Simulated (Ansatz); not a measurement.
**FH₅O₃SSi₂: one species, many methods**

The task here is to estimate one member of a computed series from the others.

Method: functionals in def2-TZVPP, the program's frozen cores in correlated methods; program: Ansatz 0.2.0, Gaussian basis.

Levels to be run: PBE-D4, r2SCAN-D4, PBE0-D4, B3LYP-D4, ωB97X-V, ωB97M-V, B2PLYP; CCSD(T)/def2-TZVPP; MP2/def2-QZVPP; extrapolation to the limit.

## Structure used throughout

An earlier PBE0-D4 in a triple-zeta def2 set relaxation fixed the geometry.

SMILES `O[SiH](O)S[SiH](O)F`, 12 atoms, charge 0, spin multiplicity 1.

Atoms are counted from 1 here; the program's logs count them from 0.

Bond lengths: O1–Si2 1.631 Å, O1–H8 0.958 Å, Si2–O3 1.647 Å, Si2–S4 2.134 Å, Si2–H9 1.473 Å, O3–H10 0.961 Å, S4–Si5 2.138 Å, Si5–O6 1.618 Å, Si5–F7 1.592 Å, Si5–H11 1.470 Å, O6–H12 0.967 Å. Angles: Si2–O1–H8 118.9°, O1–Si2–O3 108.3°, O1–Si2–S4 107.6°, O1–Si2–H9 113.7°, O3–Si2–S4 111.6°, O3–Si2–H9 104.2°, S4–Si2–H9 111.4°, Si2–O3–H10 116.3°, Si2–S4–Si5 98.4°, S4–Si5–O6 112.3°, S4–Si5–F7 108.4°, S4–Si5–H11 108.5°, O6–Si5–F7 110.0°, O6–Si5–H11 110.2°, F7–Si5–H11 107.4°, Si5–O6–H12 117.8°.

Set-up of the first run:

File in.yaml:

```yaml
crystal:
  periodic: [false, false, false]
  atoms:
    - {symbol: O, position_ang: [-1.819294, 1.986312, -0.767056]}
    - {symbol: Si, position_ang: [-0.701181, 0.799493, -0.721243]}
    - {symbol: O, position_ang: [-1.484325, -0.649236, -0.735869]}
    - {symbol: S, position_ang: [0.442024, 1.057009, 1.062159]}
    - {symbol: Si, position_ang: [1.611541, -0.729333, 0.945290]}
    - {symbol: O, position_ang: [0.730927, -2.010841, 0.496394]}
    - {symbol: F, position_ang: [2.791493, -0.488962, -0.095784]}
    - {symbol: H, position_ang: [-1.627469, 2.820797, -0.337138]}
    - {symbol: H, position_ang: [0.163128, 0.754593, -1.913149]}
    - {symbol: H, position_ang: [-2.261139, -0.719560, -0.174300]}
    - {symbol: H, position_ang: [2.226484, -0.971772, 2.258699]}
    - {symbol: H, position_ang: [-0.072179, -1.848498, -0.018004]}
basis:
  gaussian: {orbitals: def2-TZVPP}
hamiltonian: {xc: pbe, dispersion: d4}
output: {forces: true, orbitals: {seedname: orbitals}}
```

Started as:

```
$ ansatz run in.yaml --threads 2 --pin off --events-out ev --progress --plain --max-ram 32768MiB --backend cuda --devices 0, --max-vram 18GiB
```

Steps of the session up to this table: PBE-D4 (GGA); r2SCAN-D4 (meta-GGA); PBE0-D4 (hybrid); B3LYP-D4 (hybrid); ωB97X-V (range-separated); ωB97M-V (range-separated); B2PLYP (double hybrid); CCSD(T) in def2-TZVPP; MP2 in def2-QZVPP.

One table of the session follows, with a row left open; its other results are not shown here.

| method | atomisation energy (kcal/mol) |
| --- | --- |
| PBE-D4 | 1133.2 |
| r2SCAN-D4 | 1125.6 |
| PBE0-D4 | 1107.5 |
| B3LYP-D4 | ? |
| ωB97X-V | 1126.3 |
| ωB97M-V | 1127.4 |
| B2PLYP | 1105.2 |
| HF/def2-TZVPP | 795.2 |
| MP2/def2-TZVPP | 1127.0 |
| CCSD/def2-TZVPP | 1071.6 |
| CCSD(T)/def2-TZVPP | 1090.9 |
| MP2/CBS | 1166.5 |
| CCSD(T)/CBS | 1130.3 |

**Question.** Estimate the row for B3LYP-D4.

**Answer.** atomisation energy (kcal/mol): 1112.3. In the column «atomisation energy (kcal/mol)» it lies between PBE0-D4 (1107.5) and r2SCAN-D4 (1125.6).
